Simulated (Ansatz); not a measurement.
# LiSc2: the cost of one run

Method: DFT PBE, scalar-relativistic, plane waves, PAW, in Ansatz 0.2.0.

## 1. The structure to begin with

Symmetry: P6_3/mmc, No. 194, hexagonal system. Conventional cell: a = 3.047 Å, b = 3.047 Å, c = 11.853 Å, α = 90.00°, β = 90.00°, γ = 120.00°. Li (site symmetry -6m2) is surrounded by 6 Sc at 2.28 Å. Sc (site symmetry 3m) has 3 Li at 2.28 Å as nearest neighbours.

As a file:

```cif
data_structure
_symmetry_space_group_name_H-M 'P 1'
_symmetry_Int_Tables_number 1
_cell_length_a 3.0473
_cell_length_b 3.0473
_cell_length_c 11.8526
_cell_angle_alpha 90.000
_cell_angle_beta 90.000
_cell_angle_gamma 120.000
_cell_volume 95.32
loop_
_atom_site_label
_atom_site_type_symbol
_atom_site_fract_x
_atom_site_fract_y
_atom_site_fract_z
_atom_site_occupancy
Li1 Li 0.33333 0.66667 0.25000 1
Li2 Li 0.66667 0.33333 0.75000 1
Sc1 Sc 0.33333 0.66667 0.62750 1
Sc2 Sc 0.66667 0.33333 0.12750 1
Sc3 Sc 0.33333 0.66667 0.87250 1
Sc4 Sc 0.66667 0.33333 0.37250 1
```

This is candidate A: 2H molybdenite type (P6_3/mmc, No. 194).

(A quick probe on a coarse mesh, which set the mesh and smearing, is not shown.)

## 3. Rough relaxation on the coarse mesh (candidate A)

input.yaml reads:

```yaml
crystal:
  lattice:
    - [3.0472577044, 0.0, 0.0]
    - [-1.5236288522, 2.6390025839, 0.0]
    - [0.0, 0.0, 11.8525828826]
  atoms:
    - { symbol: Li, position: [0.3333333333, 0.6666666667, 0.25] }
    - { symbol: Li, position: [0.6666666667, 0.3333333333, 0.75] }
    - { symbol: Sc, position: [0.3333333333, 0.6666666667, 0.6275] }
    - { symbol: Sc, position: [0.6666666667, 0.3333333333, 0.1275] }
    - { symbol: Sc, position: [0.3333333333, 0.6666666667, 0.8725] }
    - { symbol: Sc, position: [0.6666666667, 0.3333333333, 0.3725] }
basis:
  ecutwfc: 420
kpoints:
  mp_grid: { grid: [6, 6, 2] }
hamiltonian:
  xc: pbe
scf:
  occupations: { method: gaussian, width: 0.1 }
  lower_state_search: "off"
output:
  forces: true
  stress: true
  eigenvalues: true
relax:
  adjacent_minimum: "off"
  f_tol: 0.04
  max_steps: 70
  cell: { stress_tol: 0.4 }
```

Launch:

```console
$ ansatz run input.yaml --threads 1 --pin off --max-ram 2560MiB --backend cpu --events-out ev --progress --plain --runs-dir out
```

**Question.** How long does this run take on 1 thread of Arm Neoverse V1, shared host, and how much memory does it need?

About 47 s, with a peak of 0.4 GiB.
